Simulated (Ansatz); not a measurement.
**ClFHIn (SMILES [F][InH][Cl]): energies and forces away from the minimum**

How good are functionals off equilibrium? 2 randomly displaced structures are computed with CCSD(T) and cheaper methods.

Computed with Ansatz 0.2.0, Gaussian basis. Level: single points with forces in def2-TZVPP.

Levels: PBE-D4, r2SCAN-D4, PBE0-D4, wB97M-V, Hartree-Fock, MP2, CCSD, CCSD(T). Each coordinate is moved by a Gaussian draw of the width named (0.7 of it for atoms other than hydrogen): 0.09, 0.06 Å.

Cores are frozen in the correlated methods. Filled d shells of the heavier atoms are correlated. Core potentials replace the inner electrons past krypton, and spin-orbit coupling is left out.

42 further runs of the same task are left out: 42 set aside as unsound or not needed.

## Step 1: The starting structure

The minimum, relaxed at PBE0-D4: SMILES `[F][InH][Cl]`, 4 atoms, charge 0, spin multiplicity 1.

Atoms are counted from 1 here; the program's logs count them from 0.

Bond lengths: F1–In2 1.939 Å, In2–Cl3 2.305 Å, In2–H4 1.688 Å. Angles: F1–In2–Cl3 109.3°, F1–In2–H4 121.8°, Cl3–In2–H4 128.9°.

As a file:

```xyz
4

F    -1.56922   -0.19045    0.98775
In   -0.02114    0.13034   -0.13557
Cl    1.67111   -1.31305    0.46823
H    -0.02525    1.31276   -1.34071
```

Energies of the minimum (eV), from earlier single points: PBE-D4 -20425.71740, r2SCAN-D4 -20433.36917, PBE0-D4 -20426.62925, B3LYP-D4 -20435.70360, wB97M-V -20430.60810, CCSD(T) -20398.33568.

## Step 2: Structure 1, width 0.09 Å

The input, pbe-tzvpp/in.yaml:

```yaml
crystal:
  periodic: [false, false, false]
  atoms:
    - {symbol: F, position_ang: [-1.503552, -0.161090, 0.937577]}
    - {symbol: In, position_ang: [-0.034915, 0.194766, -0.202679]}
    - {symbol: Cl, position_ang: [1.669960, -1.410914, 0.519156]}
    - {symbol: H, position_ang: [-0.115923, 1.423211, -1.325680]}
basis:
  gaussian: {orbitals: def2-TZVPP}
hamiltonian: {xc: pbe, dispersion: d4}
output: {forces: true}
```

r2scan-tzvpp/in.yaml differs from pbe-tzvpp/in.yaml so:

```diff
-hamiltonian: {xc: pbe, dispersion: d4}
+hamiltonian: {xc: r2scan, dispersion: d4}
```

pbe0-tzvpp/in.yaml:

```diff
-hamiltonian: {xc: pbe, dispersion: d4}
-output: {forces: true}
+hamiltonian: {xc: pbe0, dispersion: d4}
+output: {forces: true, orbitals: {seedname: orbitals}}
```

wb97mv-tzvpp/in.yaml:

```diff
-hamiltonian: {xc: pbe, dispersion: d4}
+hamiltonian: {xc: {name: wB97M-V}}
```

ccsdt-tzvpp/in.yaml:

```diff
-hamiltonian: {xc: pbe, dispersion: d4}
+correlation: {method: ccsd_t}
```

The same command starts each run, in its folder.

Started as:

```console
ansatz run in.yaml --threads 2 --pin off --events-out ev --progress --plain --max-ram 4352MiB
```

pbe-tzvpp printed:

```text
Functional definition: PBE
  name "PBE"
  cite "Perdew, Burke & Ernzerhof, Phys. Rev. Lett. 77, 3865 (1996) doi:10.1103/PhysRevLett.77.3865"
  parent pbe
  parameter kappa = 0.804
  parameter beta = 0.06672455060314922
  exchange = pbe_x(kappa = kappa, mu = beta*pi^2/3)
  correlation = pbe_c(beta = beta)
897 factors; their error is unknown
mean field evaluation 1: about -20421.2065 eV, gradient 5.0e1 eV
mean field evaluation 2: about -20342.7654 eV, gradient 2.1e2 eV
mean field evaluation 4: about -20424.7721 eV, gradient 1.8e1 eV
mean field evaluation 8: about -20425.5101 eV, gradient 8.4e-2 eV
mean field evaluation 16: about -20425.4947 eV, gradient 7.9e-5 eV
mean field -20425.49467254 eV, -750.6230843181 hartree, gradient 2.9e-5 eV, S^2 0.000000; 0 other end points of the search recorded, 0 dependent functions left out
the calculation of the forces begins
reference -20425.49472885 eV, -750.6230863876 hartree; 24, 24 occupied and 113, 113 virtual orbitals, 897 factors
Total energy: -20425.56363809 eV, -750.6256187556 hartree
Atom 0 at    -1.503552    -0.161090     0.937577 Å, force    -1.283246    -0.302816     0.958159 eV/Å
Atom 1 at    -0.034915     0.194766    -0.202679 Å, force     1.940637    -0.795637    -0.153319 eV/Å
Atom 2 at     1.669960    -1.410914     0.519156 Å, force    -0.781678     0.844800    -0.461989 eV/Å
Atom 3 at    -0.115923     1.423211    -1.325680 Å, force     0.124288     0.253652    -0.342851 eV/Å
Dipole moment:     0.000225     0.494485    -0.513799 e Å
```

r2scan-tzvpp printed, cut to the lines that bear on the results:

```text
Functional definition: r2SCAN
  name "r2SCAN"
  cite "Furness, Kaplan, Ning, Perdew & Sun, J. Phys. Chem. Lett. 11, 8208 (2020) doi:10.1021/acs.jpclett.0c02405"
  cite "Furness, Kaplan, Ning, Perdew & Sun, J. Phys. Chem. Lett. 11, 9248 (2020) doi:10.1021/acs.jpclett.0c03077"
  parent r2scan
[...]
897 factors; their error is unknown
[...]
mean field -20433.19092247 eV, -750.9059162866 hartree, gradient 1.2e-5 eV, S^2 0.000000; 0 other end points of the search recorded, 0 dependent functions left out
[...]
reference -20433.19093913 eV, -750.9059168986 hartree; 24, 24 occupied and 113, 113 virtual orbitals, 897 factors
Total energy: -20433.20578999 eV, -750.9064626579 hartree
Atom 0 at    -1.503552    -0.161090     0.937577 Å, force    -0.911394    -0.222229     0.677651 eV/Å
Atom 1 at    -0.034915     0.194766    -0.202679 Å, force     1.730984    -0.893306     0.070613 eV/Å
Atom 2 at     1.669960    -1.410914     0.519156 Å, force    -0.961289     1.011214    -0.536225 eV/Å
Atom 3 at    -0.115923     1.423211    -1.325680 Å, force     0.141699     0.104320    -0.212039 eV/Å
Dipole moment:    -0.004852     0.520996    -0.539444 e Å
```

pbe0-tzvpp printed, cut to the lines that bear on the results:

```text
Functional definition: PBE0
  name "PBE0"
  cite "Adamo & Barone, J. Chem. Phys. 110, 6158 (1999) doi:10.1063/1.478522"
[... 2 set-up lines as earlier in the session ...]
[...]
1021 factors; their error is unknown
[...]
mean field -20426.39672473 eV, -750.6562341248 hartree, gradient 4.1e-5 eV, S^2 0.000000; 0 other end points of the search recorded, 0 dependent functions left out
[...]
reference -20426.39676368 eV, -750.6562355561 hartree; 24, 24 occupied and 113, 113 virtual orbitals, 1021 factors
Total energy: -20426.45543441 eV, -750.6583916656 hartree
Atom 0 at    -1.503552    -0.161090     0.937577 Å, force    -0.865144    -0.195278     0.625113 eV/Å
Atom 1 at    -0.034915     0.194766    -0.202679 Å, force     1.717522    -0.999017     0.184855 eV/Å
Atom 2 at     1.669960    -1.410914     0.519156 Å, force    -0.993960     1.057028    -0.565830 eV/Å
Atom 3 at    -0.115923     1.423211    -1.325680 Å, force     0.141581     0.137268    -0.244139 eV/Å
Dipole moment:     0.005317     0.526683    -0.551781 e Å
```

Output in wb97mv-tzvpp, cut to the lines that bear on the results:

```text
Functional definition: wB97M-V
  name "wB97M-V"
  cite "Mardirossian & Head-Gordon, J. Chem. Phys. 144, 214110 (2016) doi:10.1063/1.4952647"
  cite "Becke, J. Chem. Phys. 107, 8554 (1997) doi:10.1063/1.475007"
  cite "Vydrov & Van Voorhis, J. Chem. Phys. 133, 244103 (2010) doi:10.1063/1.3521275"
  # Of w^i u^j: cxij and so on, Table III.
[...]
  gx(w, u) = 1 - cx + cx01*u + cx10*w
  gss(w, u) = css00 + css04*u^4 + css10*w + css20*w^2 + css43*w^4*u^3
  gos(w, u) = cos00 + cos10*w + (cos20 + cos21*u)*w^2 + (cos60 + cos61*u)*w^6
[...]
      + integral(e_c_pw_mod_opposite_spin*gos(b97_w_opposite, b97_u_opposite)) + vv10(b, c)
949 factors; their error is unknown
172 factors; integrals over basis functions are off by at most 4.3e-5 eV
[...]
mean field -20430.42793045 eV, -750.8043782026 hartree, gradient 4.4e-5 eV, S^2 0.000000; 0 other end points of the search recorded, 0 dependent functions left out
[...]
reference -20430.42799482 eV, -750.8043805683 hartree; 24, 24 occupied and 113, 113 virtual orbitals, 949 factors
Total energy: -20430.42799482 eV, -750.8043805683 hartree
Atom 0 at    -1.503552    -0.161090     0.937577 Å, force    -0.902893    -0.204733     0.654141 eV/Å
Atom 1 at    -0.034915     0.194766    -0.202679 Å, force     1.785066    -0.948437     0.104495 eV/Å
Atom 2 at     1.669960    -1.410914     0.519156 Å, force    -1.034345     1.098505    -0.586717 eV/Å
Atom 3 at    -0.115923     1.423211    -1.325680 Å, force     0.152171     0.054664    -0.171920 eV/Å
Dipole moment:     0.000834     0.530297    -0.554092 e Å
```

Log of ccsdt-tzvpp, cut to the lines that bear on the results:

```text
Functional definition: HF
  name "HF"
  cite "Fock, Z. Phys. 61, 126 (1930) doi:10.1007/BF01340294"
[... 1 set-up line as earlier in the session ...]
[...]
1014 factors; integrals over basis functions are off by at most 7.6e-4 eV
[...]
mean field -20377.55177854 eV, -748.8612154607 hartree, gradient 3.3e-6 eV, S^2 0.000000; 0 other end points of the search recorded, 0 dependent functions left out
10 core orbitals not correlated: weight in the atoms' cores, before any rotation towards them, 1.000 or more for the frozen orbitals, at most 0.000 for the correlated occupied ones
reference -20377.55177854 eV, -748.8612154607 hartree; 14, 14 occupied and 113, 113 virtual orbitals, 1014 factors
second order -19.57215412 eV of doubles, -0.00000000 eV of singles
cycle   1  -19.41792828 eV  change    1.5e-1 eV  update   1.1e-1
[...]
cycle  11  -19.94958000 eV  change    1.9e-5 eV  update   5.8e-6
perturbative correction -0.65492069 eV, -0.0240678915 hartree
[...]
working
Total energy: -20398.15627923 eV, -749.6184168947 hartree
Atom 0 at    -1.503552    -0.161090     0.937577 Å, force    -0.868546    -0.179789     0.610512 eV/Å
Atom 1 at    -0.034915     0.194766    -0.202679 Å, force     1.768946    -1.035257     0.199361 eV/Å
Atom 2 at     1.669960    -1.410914     0.519156 Å, force    -1.040578     1.112332    -0.597964 eV/Å
Atom 3 at    -0.115923     1.423211    -1.325680 Å, force     0.140178     0.102715    -0.211909 eV/Å
Dipole moment:     0.013213     0.521166    -0.551875 e Å
```

They took 1.4 s (pbe-tzvpp), 3.4 s (r2scan-tzvpp), 2.2 s (pbe0-tzvpp), 6 s (wb97mv-tzvpp), 2 min (ccsdt-tzvpp) on 2 threads of Arm Neoverse V2, shared host; peak memory 1.4 GiB.

| method | RMS force component (eV/Å) | RMS error against CCSD(T) (eV/Å) | angle to CCSD(T) forces (°) | dipole (D) |
| --- | --- | --- | --- | --- |
| PBE-D4 | 0.857 | 0.244 | 16.6 | 3.43 |
| r2SCAN-D4 | 0.788 | 0.075 | 4.6 | 3.60 |
| PBE0-D4 | 0.800 | 0.033 | 1.6 | 3.66 |
| wB97M-V | 0.819 | 0.046 | 3.2 | 3.68 |
| CCSD(T) | 0.824 | reference | reference | 3.65 |

## Step 3: Structure 2, width 0.06 Å

The input, pbe-tzvpp/in.yaml:

```yaml
crystal:
  periodic: [false, false, false]
  atoms:
    - {symbol: F, position_ang: [-1.597204, -0.151373, 0.976824]}
    - {symbol: In, position_ang: [-0.004857, 0.118672, -0.180930]}
    - {symbol: Cl, position_ang: [1.669211, -1.287645, 0.481977]}
    - {symbol: H, position_ang: [-0.065568, 1.247636, -1.248543]}
basis:
  gaussian: {orbitals: def2-TZVPP}
hamiltonian: {xc: pbe, dispersion: d4}
output: {forces: true}
```

r2scan-tzvpp/in.yaml, as changes to pbe-tzvpp/in.yaml:

```diff
-hamiltonian: {xc: pbe, dispersion: d4}
+hamiltonian: {xc: r2scan, dispersion: d4}
```

pbe0-tzvpp/in.yaml:

```diff
-hamiltonian: {xc: pbe, dispersion: d4}
-output: {forces: true}
+hamiltonian: {xc: pbe0, dispersion: d4}
+output: {forces: true, orbitals: {seedname: orbitals}}
```

wb97mv-tzvpp/in.yaml:

```diff
-hamiltonian: {xc: pbe, dispersion: d4}
+hamiltonian: {xc: {name: wB97M-V}}
```

ccsdt-tzvpp/in.yaml:

```diff
-hamiltonian: {xc: pbe, dispersion: d4}
+correlation: {method: ccsd_t}
```

Each run has its own folder and the same command.

Started as:

```console
ansatz run in.yaml --threads 2 --pin off --events-out ev --progress --plain --max-ram 4352MiB
```

pbe-tzvpp printed, cut to the lines that bear on the results:

```text
[... 4 set-up lines as earlier in the session ...]
[...]
897 factors; their error is unknown
[...]
mean field -20425.47922933 eV, -750.6225167909 hartree, gradient 5.3e-5 eV, S^2 0.000000; 0 other end points of the search recorded, 0 dependent functions left out
[...]
reference -20425.47928626 eV, -750.6225188829 hartree; 24, 24 occupied and 113, 113 virtual orbitals, 897 factors
Total energy: -20425.54922145 eV, -750.6250889539 hartree
Atom 0 at    -1.597204    -0.151373     0.976824 Å, force     0.269230    -0.031158    -0.170935 eV/Å
Atom 1 at    -0.004857     0.118672    -0.180930 Å, force    -0.530190    -1.336186     1.744382 eV/Å
Atom 2 at     1.669211    -1.287645     0.481977 Å, force     0.346794    -0.359649     0.153056 eV/Å
Atom 3 at    -0.065568     1.247636    -1.248543 Å, force    -0.085834     1.726992    -1.726503 eV/Å
Dipole moment:     0.187184     0.346089    -0.512413 e Å
```

Output in r2scan-tzvpp, cut to the lines that bear on the results:

```text
[... 5 set-up lines as earlier in the session ...]
[...]
897 factors; their error is unknown
[...]
mean field -20433.19336532 eV, -750.9060060597 hartree, gradient 5.1e-5 eV, S^2 0.000000; 0 other end points of the search recorded, 0 dependent functions left out
[...]
reference -20433.19338205 eV, -750.9060066743 hartree; 24, 24 occupied and 113, 113 virtual orbitals, 897 factors
Total energy: -20433.20841736 eV, -750.9065592117 hartree
Atom 0 at    -1.597204    -0.151373     0.976824 Å, force     0.633691     0.018867    -0.425731 eV/Å
Atom 1 at    -0.004857     0.118672    -0.180930 Å, force    -0.716442    -1.405418     1.949067 eV/Å
Atom 2 at     1.669211    -1.287645     0.481977 Å, force     0.161079    -0.214356     0.088581 eV/Å
Atom 3 at    -0.065568     1.247636    -1.248543 Å, force    -0.078328     1.600907    -1.611917 eV/Å
Dipole moment:     0.188937     0.364380    -0.536770 e Å
```

Log of pbe0-tzvpp, cut to the lines that bear on the results:

```text
[... 5 set-up lines as earlier in the session ...]
[...]
1021 factors; their error is unknown
[...]
mean field -20426.39911538 eV, -750.6563219796 hartree, gradient 4.6e-5 eV, S^2 0.000000; 0 other end points of the search recorded, 0 dependent functions left out
[...]
reference -20426.39915443 eV, -750.6563234145 hartree; 24, 24 occupied and 113, 113 virtual orbitals, 1021 factors
Total energy: -20426.45866239 eV, -750.6585102919 hartree
Atom 0 at    -1.597204    -0.151373     0.976824 Å, force     0.671937     0.037729    -0.468412 eV/Å
Atom 1 at    -0.004857     0.118672    -0.180930 Å, force    -0.719397    -1.525047     2.079038 eV/Å
Atom 2 at     1.669211    -1.287645     0.481977 Å, force     0.126231    -0.171508     0.058830 eV/Å
Atom 3 at    -0.065568     1.247636    -1.248543 Å, force    -0.078771     1.658825    -1.669456 eV/Å
Dipole moment:     0.201107     0.366579    -0.548201 e Å
```

Log of wb97mv-tzvpp, cut to the lines that bear on the results:

```text
[... 5 set-up lines as earlier in the session ...]
  # Of w^i u^j: cxij and so on, Table III.
[...]
  gx(w, u) = 1 - cx + cx01*u + cx10*w
  gss(w, u) = css00 + css04*u^4 + css10*w + css20*w^2 + css43*w^4*u^3
  gos(w, u) = cos00 + cos10*w + (cos20 + cos21*u)*w^2 + (cos60 + cos61*u)*w^6
[...]
      + integral(e_c_pw_mod_opposite_spin*gos(b97_w_opposite, b97_u_opposite)) + vv10(b, c)
949 factors; their error is unknown
172 factors; integrals over basis functions are off by at most 3.4e-5 eV
[...]
mean field -20430.45077706 eV, -750.8052178001 hartree, gradient 6.7e-5 eV, S^2 0.000000; 0 other end points of the search recorded, 0 dependent functions left out
[...]
reference -20430.45084192 eV, -750.8052201837 hartree; 24, 24 occupied and 113, 113 virtual orbitals, 949 factors
Total energy: -20430.45084192 eV, -750.8052201837 hartree
Atom 0 at    -1.597204    -0.151373     0.976824 Å, force     0.660119     0.034329    -0.459246 eV/Å
Atom 1 at    -0.004857     0.118672    -0.180930 Å, force    -0.709369    -1.470660     2.023517 eV/Å
Atom 2 at     1.669211    -1.287645     0.481977 Å, force     0.120973    -0.165725     0.054631 eV/Å
Atom 3 at    -0.065568     1.247636    -1.248543 Å, force    -0.071722     1.602056    -1.618901 eV/Å
Dipole moment:     0.199309     0.367217    -0.549828 e Å
```

ccsdt-tzvpp printed, cut to the lines that bear on the results:

```text
[... 4 set-up lines as earlier in the session ...]
[...]
1016 factors; integrals over basis functions are off by at most 6.9e-4 eV
[...]
mean field -20377.48291616 eV, -748.8586848147 hartree, gradient 4.9e-6 eV, S^2 0.000000; 0 other end points of the search recorded, 0 dependent functions left out
10 core orbitals not correlated: weight in the atoms' cores, before any rotation towards them, 1.000 or more for the frozen orbitals, at most 0.000 for the correlated occupied ones
reference -20377.48291616 eV, -748.8586848147 hartree; 14, 14 occupied and 113, 113 virtual orbitals, 1016 factors
second order -19.70279551 eV of doubles, -0.00000000 eV of singles
cycle   1  -19.50282749 eV  change    2.0e-1 eV  update   1.1e-1
[...]
cycle  11  -20.03012149 eV  change    2.2e-5 eV  update   6.2e-6
perturbative correction -0.65482850 eV, -0.0240645037 hartree
[...]
working
Total energy: -20398.16786615 eV, -749.6188427061 hartree
Atom 0 at    -1.597204    -0.151373     0.976824 Å, force     0.733926     0.054558    -0.522540 eV/Å
Atom 1 at    -0.004857     0.118672    -0.180930 Å, force    -0.810257    -1.492845     2.103681 eV/Å
Atom 2 at     1.669211    -1.287645     0.481977 Å, force     0.150770    -0.184499     0.058259 eV/Å
Atom 3 at    -0.065568     1.247636    -1.248543 Å, force    -0.074440     1.622786    -1.639400 eV/Å
Dipole moment:     0.205107     0.361109    -0.547481 e Å
```

Wall times: 1.4 s (pbe-tzvpp), 3.3 s (r2scan-tzvpp), 2.1 s (pbe0-tzvpp), 6.5 s (wb97mv-tzvpp), 2.2 min (ccsdt-tzvpp) on 2 threads of Arm Neoverse V2, shared host; peak memory 1.4 GiB.

| method | RMS force component (eV/Å) | RMS error against CCSD(T) (eV/Å) | angle to CCSD(T) forces (°) | dipole (D) |
| --- | --- | --- | --- | --- |
| PBE-D4 | 0.977 | 0.237 | 12.5 | 3.10 |
| r2SCAN-D4 | 1.005 | 0.073 | 2.6 | 3.25 |
| PBE0-D4 | 1.058 | 0.041 | 2.2 | 3.31 |
| wB97M-V | 1.027 | 0.049 | 1.9 | 3.32 |
| CCSD(T) | 1.061 | reference | reference | 3.30 |

## Step 4: All structures together

Energy above the minimum (kcal/mol):

| structure | width (Å) | PBE-D4 | r2SCAN-D4 | PBE0-D4 | wB97M-V | Hartree-Fock | MP2 | CCSD | CCSD(T) |
| --- | --- | --- | --- | --- | --- | --- | --- | --- | --- |
| 1 | 0.09 | 3.5 | 3.8 | 4.0 | 4.2 | 3.6 | 4.6 | 4.2 | 4.1 |
| 2 | 0.06 | 3.9 | 3.7 | 3.9 | 3.6 | 5.2 | 3.2 | 3.9 | 3.9 |

Miss and cost, level by level (times from a shared host):

| method | mean energy error from CCSD(T) (kcal/mol) | mean time a point |
| --- | --- | --- |
| PBE-D4 | 0.3 | 1.4 s |
| r2SCAN-D4 | 0.3 | 3.3 s |
| PBE0-D4 | 0.1 | 2.2 s |
| wB97M-V | 0.1 | 6.3 s |
| Hartree-Fock | 0.9 | part of the CCSD(T) run |
| MP2 | 0.6 | part of the CCSD(T) run |
| CCSD | 0.0 | part of the CCSD(T) run |
| CCSD(T) | 0 | 2.1 min |

The best functional, PBE0-D4, misses by 0.1 kcal/mol and takes 2.2 s a point, against 2.1 min for CCSD(T).

## Step 5: Outcome

| quantity | value |
| --- | --- |
| energy above the minimum, CCSD(T) | 4.1, 3.9 kcal/mol |
| mean energy error | PBE-D4 0.3, r2SCAN-D4 0.3, PBE0-D4 0.1, wB97M-V 0.1, Hartree-Fock 0.9, MP2 0.6, CCSD 0.0 kcal/mol |
| mean RMS force error | PBE-D4 0.241, r2SCAN-D4 0.074, PBE0-D4 0.037, wB97M-V 0.047 eV/Å |
| largest T1 diagnostic | 0.015 |

**Reading.** CCSD gives the best energies and Hartree-Fock the worst. For forces PBE0-D4 is best, off by 4 % of the typical force, and PBE-D4 worst (26 %); with few structures and a triple-zeta reference, gaps of a few points rank nothing.
